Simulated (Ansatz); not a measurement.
# GeMo2: the cost of one run

Computed with Ansatz 0.2.0 (DFT PBE, scalar-relativistic, plane waves, PAW, unless a step's input says otherwise).

**1. The structure to begin with**

It takes space group P4/mmm (No. 123, tetragonal). Conventional cell: a = 3.616 Å, b = 3.616 Å, c = 4.337 Å, α = 90.00°, β = 90.00°, γ = 90.00°. Around Ge (site symmetry 4/mmm) lie 2 Mo at 2.17 Å. Mo (site symmetry 4/mmm) has 4 Mo at 2.56 Å as nearest neighbours. Mo (site symmetry 4/mmm) has 2 Ge at 2.17 Å as nearest neighbours.

Structure file:

```cif
data_structure
_symmetry_space_group_name_H-M 'P4/mmm'
_symmetry_Int_Tables_number 123
_cell_length_a 3.6161
_cell_length_b 3.6161
_cell_length_c 4.3368
_cell_angle_alpha 90.000
_cell_angle_beta 90.000
_cell_angle_gamma 90.000
_cell_volume 56.71
loop_
_atom_site_label
_atom_site_type_symbol
_atom_site_symmetry_multiplicity
_atom_site_Wyckoff_symbol
_atom_site_fract_x
_atom_site_fract_y
_atom_site_fract_z
_atom_site_occupancy
Ge1 Ge 1 c 0.50000 0.50000 0.00000 1
Mo1 Mo 1 b 0.00000 0.00000 0.50000 1
Mo2 Mo 1 d 0.50000 0.50000 0.50000 1
```

A structure generator made this guess: random cell by space group and Wyckoff sites (P4/mmm, No. 123). Its size is a rough estimate.

**2. Probe: one point on a coarse mesh**

input.yaml reads:

```yaml
crystal:
  lattice:
    - [3.61605516, 0.0, 0.0]
    - [0.0, 3.61605516, 0.0]
    - [0.0, 0.0, 4.33677532]
  atoms:
    - { symbol: Ge, position: [0.5, 0.5, 0.0] }
    - { symbol: Mo, position: [0.0, 0.0, 0.5] }
    - { symbol: Mo, position: [0.5, 0.5, 0.5] }
basis:
  ecutwfc: 420
kpoints:
  mp_grid: { grid: [6, 6, 4] }
hamiltonian:
  xc: pbe
scf:
  occupations: { method: gaussian, width: 0.1 }
  lower_state_search: "off"
output:
  forces: true
  stress: true
  eigenvalues: true
```

On the command line:

```
ansatz run input.yaml --threads 1 --pin off --max-ram 2560MiB --backend cpu --events-out ev --progress --plain --runs-dir out
```

**Question.** How long does this run take on 1 thread of Arm Neoverse V2, shared host, and how much memory does it need?

About 2.1 s, with a peak of 0.33 GiB.
